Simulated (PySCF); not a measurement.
**C2H5AlS (SMILES C=[C]([AlH2])S): levels of theory compared**

Wanted: a comparison of 5 runs (HF/3-21G, HF/def2-SVP, HF/def2-SVPD, M06-2X/pcseg-2, MP2/6-31G*) of C2H5AlS. The job is set up through a Python script.

The calculation is run with PySCF 2.14.0.

**1. The structure to begin with**

C2H5AlS has 9 atoms, charge 0, and is taken as a singlet. SMILES: `C=[C]([AlH2])S`. The shape is that of a PBE0-D4/def2-TZVP optimisation. This is one conformer, not always the lowest.

Bond lengths: C1–C2 1.340 Å, C2–Al3 1.942 Å, C2–S4 1.757 Å, C1–H5 1.086 Å, C1–H6 1.089 Å, Al3–H7 1.584 Å, Al3–H8 1.587 Å, S4–H9 1.342 Å. Angles: C1–C2–Al3 118.3°, C1–C2–S4 120.0°, Al3–C2–S4 121.6°, C2–C1–H5 120.3°, C2–C1–H6 123.6°, C2–Al3–H7 118.0°, C2–Al3–H8 118.7°, C2–S4–H9 97.6°, H5–C1–H6 116.1°, H7–Al3–H8 123.3°.

**2. Energy and forces at HF/3-21G (run 1)**

run.py

```python
# C=[C]([AlH2])S
from pyscf import gto, scf

mol = gto.M(
    atom='''
C     -0.098266     2.442282    -1.597574
C     -0.579201     0.620964     0.095809
Al     1.617606    -2.317182     0.165540
S     -3.146394     0.926155     2.178854
H      1.486270     2.262002    -2.888446
H     -1.223787     4.154374    -1.780689
H      3.887734    -2.423574    -1.782201
H      1.056357    -4.486966     2.158634
H     -2.833266    -1.265361     3.417570
''',
    unit='bohr',
    charge=0,
    basis='3-21g',
    max_memory=1860,
    verbose=4,
)

myscf = scf.RHF(mol)
myscf.conv_tol = 1e-10
myscf.kernel()
if not myscf.converged:
    myscf = myscf.newton().run(myscf.mo_coeff, myscf.mo_occ)

e_tot = myscf.e_tot
print('E = %.10f Eh' % e_tot)
grad = myscf.nuc_grad_method().kernel()
myscf.analyze()
```

On the command line:

```
OMP_NUM_THREADS=1 python run.py
```

The program printed:

```text
PySCF version 2.14.0

[... 65 lines left out ...]
converged SCF energy = -714.309945408688
[... 18 lines left out ...]
DFT Exchange-Correlation Energy =      -55.214971863436517
[... 7 lines left out ...]
MO #6   energy= -6.58910470663137  occ= 2
[... 5 lines left out ...]
MO #12  energy= -3.1811007569659   occ= 2
[... 5 lines left out ...]
MO #18  energy= -0.535534410398984 occ= 2
[... 5 lines left out ...]
MO #24  energy= 0.0351460847622724 occ= 0
[... 5 lines left out ...]
MO #30  energy= 0.251336932966947  occ= 0
[... 5 lines left out ...]
MO #36  energy= 0.508801643143545  occ= 0
[... 5 lines left out ...]
MO #42  energy= 1.00523834281694   occ= 0
[... 5 lines left out ...]
MO #48  energy= 1.31435810814965   occ= 0
[... 5 lines left out ...]
MO #54  energy= 2.0098907285686    occ= 0
[... 27 lines left out ...]
pop of  2 Al 3px          0.47052
pop of  2 Al 3py          0.49989
pop of  2 Al 3pz          0.47128
pop of  2 Al 4px          0.00620
pop of  2 Al 4py          0.00776
pop of  2 Al 4pz          0.00520
pop of  3 S 1s            1.99999
pop of  3 S 2s            1.99976
pop of  3 S 3s            1.68748
pop of  3 S 4s            0.00670
pop of  3 S 2px           1.99985
pop of  3 S 2py           1.99984
pop of  3 S 2pz           1.99984
pop of  3 S 3px           1.48964
pop of  3 S 3py           1.40328
pop of  3 S 3pz           1.39838
pop of  3 S 4px           0.00575
pop of  3 S 4py           0.00575
pop of  3 S 4pz           0.00972
pop of  4 H 1s            0.88875
pop of  4 H 2s            0.01001
pop of  5 H 1s            0.88619
pop of  5 H 2s            0.01067
pop of  6 H 1s            1.14948
pop of  6 H 2s            0.00038
pop of  7 H 1s            1.15557
pop of  7 H 2s            0.00053
pop of  8 H 1s            0.93140
pop of  8 H 2s            0.00535
 ** Mulliken atomic charges  **
charge of    0C =     -0.17566
charge of    1C =     -0.37853
charge of    2Al =      0.59850
charge of    3S =     -0.00598
charge of    4H =      0.10124
charge of    5H =      0.10314
charge of    6H =     -0.14986
charge of    7H =     -0.15611
charge of    8H =      0.06325
Dipole moment(X, Y, Z, Debye):  1.25414, -0.73157, -0.61378
```

Run time: 1.8 s. Hardware: 1 thread of Arm Neoverse V1, shared host; peak memory 0.16 GiB.

**3. Energy and forces at HF/def2-SVP (run 2)**

run.py

```python
import pyscf.grad
from pyscf import gto

mol = gto.M(
    atom='''
C     -0.052000     1.292400    -0.845400
C     -0.306500     0.328600     0.050700
Al     0.856000    -1.226200     0.087600
S     -1.665000     0.490100     1.153000
H      0.786500     1.197000    -1.528500
H     -0.647600     2.198400    -0.942300
H      2.057300    -1.282500    -0.943100
H      0.559000    -2.374400     1.142300
H     -1.499300    -0.669600     1.808500
''',
    basis='def2-svp',
    spin=0,
    max_memory=1860,
    verbose=4,
)

mf = mol.RHF()
mf.conv_tol = 1e-10
mf.kernel()
if not mf.converged:
    mf = mf.newton().run(mf.mo_coeff, mf.mo_occ)

e_tot = mf.e_tot
print('E = %.10f Eh' % e_tot)
grad = mf.Gradients().kernel()
dip = mf.dip_moment()
pop, q = mf.mulliken_pop()
```

On the command line:

```
OMP_NUM_THREADS=1 python run.py
```

The program printed:

```text
PySCF version 2.14.0

[... 67 lines left out ...]
converged SCF energy = -717.795649624963
[... 12 lines left out ...]
Dipole moment(X, Y, Z, Debye):  0.82392, -0.54841, -0.35549
[... 60 lines left out ...]
pop of  3 S 3dxy          0.00695
pop of  3 S 3dyz          0.02032
pop of  3 S 3dz^2         0.00725
pop of  3 S 3dxz          0.02490
pop of  3 S 3dx2-y2       0.02657
pop of  4 H 1s            0.75351
pop of  4 H 2s            0.15656
pop of  4 H 2px           0.01315
pop of  4 H 2py           0.00360
pop of  4 H 2pz           0.00999
pop of  5 H 1s            0.75037
pop of  5 H 2s            0.16556
pop of  5 H 2px           0.00827
pop of  5 H 2py           0.01427
pop of  5 H 2pz           0.00343
pop of  6 H 1s            0.71554
pop of  6 H 2s            0.52240
pop of  6 H 2px           0.00374
pop of  6 H 2py           0.00022
pop of  6 H 2pz           0.00276
pop of  7 H 1s            0.71651
pop of  7 H 2s            0.53091
pop of  7 H 2px           0.00037
pop of  7 H 2py           0.00351
pop of  7 H 2pz           0.00282
pop of  8 H 1s            0.72576
pop of  8 H 2s            0.17317
pop of  8 H 2px           0.00479
pop of  8 H 2py           0.01793
pop of  8 H 2pz           0.00953
 ** Mulliken atomic charges  **
charge of    0C =     -0.01173
charge of    1C =     -0.54742
charge of    2Al =      0.88872
charge of    3S =     -0.02091
charge of    4H =      0.06319
charge of    5H =      0.05810
charge of    6H =     -0.24466
charge of    7H =     -0.25412
charge of    8H =      0.06883
```

Run time: 6 s. Hardware: 1 thread of Arm Neoverse V1, shared host; peak memory 0.2 GiB.

**4. Energy and forces at HF/def2-SVPD (run 3)**

input.py

```python
from pyscf import gto, scf

system = gto.Mole()
system.atom = '''
C     -0.052000     1.292400    -0.845400
C     -0.306500     0.328600     0.050700
Al     0.856000    -1.226200     0.087600
S     -1.665000     0.490100     1.153000
H      0.786500     1.197000    -1.528500
H     -0.647600     2.198400    -0.942300
H      2.057300    -1.282500    -0.943100
H      0.559000    -2.374400     1.142300
H     -1.499300    -0.669600     1.808500
'''
system.basis = 'def2-svpd'
system.max_memory = 1860
system.verbose = 3
system.build()

myscf = scf.RHF(system)
myscf.conv_tol = 1e-10
myscf.kernel()
if not myscf.converged:
    myscf = myscf.newton().run(myscf.mo_coeff, myscf.mo_occ)

e_final = myscf.e_tot
print(f'total energy: {e_final:.8f} hartree')
grad = myscf.nuc_grad_method().kernel()
myscf.analyze()
```

On the command line:

```
OMP_NUM_THREADS=1 python input.py
```

The program printed:

```text
converged SCF energy = -717.807146966013
[... 19 lines left out ...]
MO #10  energy= -3.21524403831052  occ= 2
[... 10 lines left out ...]
MO #21  energy= -0.437762994359248 occ= 2
[... 10 lines left out ...]
MO #32  energy= 0.14300303616969   occ= 0
[... 10 lines left out ...]
MO #43  energy= 0.278738855585818  occ= 0
[... 10 lines left out ...]
MO #54  energy= 0.390878305675535  occ= 0
[... 10 lines left out ...]
MO #65  energy= 0.52417274387241   occ= 0
[... 10 lines left out ...]
MO #76  energy= 0.694953374428325  occ= 0
[... 10 lines left out ...]
MO #87  energy= 1.06277647586822   occ= 0
[... 10 lines left out ...]
MO #98  energy= 1.30692261556771   occ= 0
[... 10 lines left out ...]
MO #109 energy= 1.96250181622851   occ= 0
[... 10 lines left out ...]
MO #120 energy= 2.31657444443108   occ= 0
[... 10 lines left out ...]
MO #131 energy= 3.53341390273129   occ= 0
[... 10 lines left out ...]
Dipole moment(X, Y, Z, Debye):  0.84391, -0.45333, -0.43936
```

It took 17 s on 1 thread of Arm Neoverse V1, shared host; peak memory 0.43 GiB.

Run 4 isn't shown in full; the table further down has it.

**5. Energy and gradient at MP2/6-31G(d) (spherical functions) (run 5)**

calc.py

```python
import pyscf.grad
from pyscf import gto, scf, mp

mol = gto.M(
    atom=[
    ('C', (-0.052000, 1.292400, -0.845400)),
    ('C', (-0.306500, 0.328600, 0.050700)),
    ('Al', (0.856000, -1.226200, 0.087600)),
    ('S', (-1.665000, 0.490100, 1.153000)),
    ('H', (0.786500, 1.197000, -1.528500)),
    ('H', (-0.647600, 2.198400, -0.942300)),
    ('H', (2.057300, -1.282500, -0.943100)),
    ('H', (0.559000, -2.374400, 1.142300)),
    ('H', (-1.499300, -0.669600, 1.808500)),
],
    charge=0,
    basis='6-31g*',
    verbose=4,
    max_memory=1860,
)

mf = scf.RHF(mol)
mf.conv_tol = 1e-10
mf.kernel()
if not mf.converged:
    mf = mf.newton().run(mf.mo_coeff, mf.mo_occ)

pt = mp.MP2(mf, frozen=12).run()
e_final = pt.e_tot
print('E = %.10f Eh' % e_final)
grad = pt.Gradients().kernel()
dip = mf.dip_moment()
pop, q = mf.mulliken_pop()
```

On the command line:

```
OMP_NUM_THREADS=1 python calc.py
```

The program printed:

```text
PySCF version 2.14.0

[... 67 lines left out ...]
converged SCF energy = -718.015110283465
[... 17 lines left out ...]
Dipole moment(X, Y, Z, Debye):  0.99698, -0.55624, -0.50492
[... 45 lines left out ...]
pop of  2 Al 3dxz         0.03545
pop of  2 Al 3dx2-y2      0.03376
pop of  3 S 1s            1.99973
pop of  3 S 2s            1.99809
pop of  3 S 3s            1.29110
pop of  3 S 4s            0.55771
pop of  3 S 2px           1.99272
pop of  3 S 2py           1.99237
pop of  3 S 2pz           1.99237
pop of  3 S 3px           1.02590
pop of  3 S 3py           0.97926
pop of  3 S 3pz           0.98272
pop of  3 S 4px           0.38209
pop of  3 S 4py           0.35818
pop of  3 S 4pz           0.36418
pop of  3 S 3dxy          0.00589
pop of  3 S 3dyz          0.02202
pop of  3 S 3dz^2         0.00591
pop of  3 S 3dxz          0.02153
pop of  3 S 3dx2-y2       0.02635
pop of  4 H 1s            0.52366
pop of  4 H 2s            0.28098
pop of  5 H 1s            0.52296
pop of  5 H 2s            0.28556
pop of  6 H 1s            0.47580
pop of  6 H 2s            0.68990
pop of  7 H 1s            0.47603
pop of  7 H 2s            0.69693
pop of  8 H 1s            0.50192
pop of  8 H 2s            0.41088
 ** Mulliken atomic charges  **
charge of    0C =     -0.36920
charge of    1C =     -0.41231
charge of    2Al =      0.64427
charge of    3S =      0.00188
charge of    4H =      0.19536
charge of    5H =      0.19148
charge of    6H =     -0.16570
charge of    7H =     -0.17297
charge of    8H =      0.08719
```

Wall time 12 s (1 thread of Arm Neoverse V1, shared host); peak memory 0.4 GiB.

**6. All runs side by side**

```csv
run,level,integration grid,frozen core orbitals,energy (Eh),dipole moment (D) of the reference,HOMO energy (eV),LUMO energy (eV),wall time
1,HF/3-21G,–,–,-714.309945,1.58,-8.85,0.96,1.8 s
2,HF/def2-SVP,–,–,-717.795650,1.05,-8.75,1.09,6 s
3,HF/def2-SVPD,–,–,-717.807147,1.05,-8.88,1.03,17 s
4,M06-2X/pcseg-2,5,–,-719.782490,1.00,-7.66,-1.32,5 min
5,MP2/6-31G* (spherical functions),–,12,-718.435610,1.25,-8.72,1.03,12 s
```

**7. What came out**

```
                                           quantity          value
                                run 5: total energy  -718.43561 Eh
        run 5: dipole moment (Hartree–Fock density)         1.25 D
         run 5: HOMO energy (Hartree–Fock orbitals)       -8.72 eV
         run 5: LUMO energy (Hartree–Fock orbitals)        1.03 eV
       run 5: HOMO–LUMO gap (Hartree–Fock orbitals)        9.76 eV
run 5: correlation energy (12 core orbitals frozen)     -420.5 mEh
                    run 5: largest force on an atom     0.722 eV/Å
```

**Reading.** Over runs 1, 2, 3, 4 the dipole moment (its size) runs from 1.00 D (M06-2X/pcseg-2) to 1.58 D (HF/3-21G). The two ends differ in method and basis. Over runs 1, 2, 3, 4 the HOMO–LUMO gap runs from 6.34 eV (M06-2X/pcseg-2) to 9.91 eV (HF/def2-SVPD). All runs together took 5.6 min, the longest 5 min.
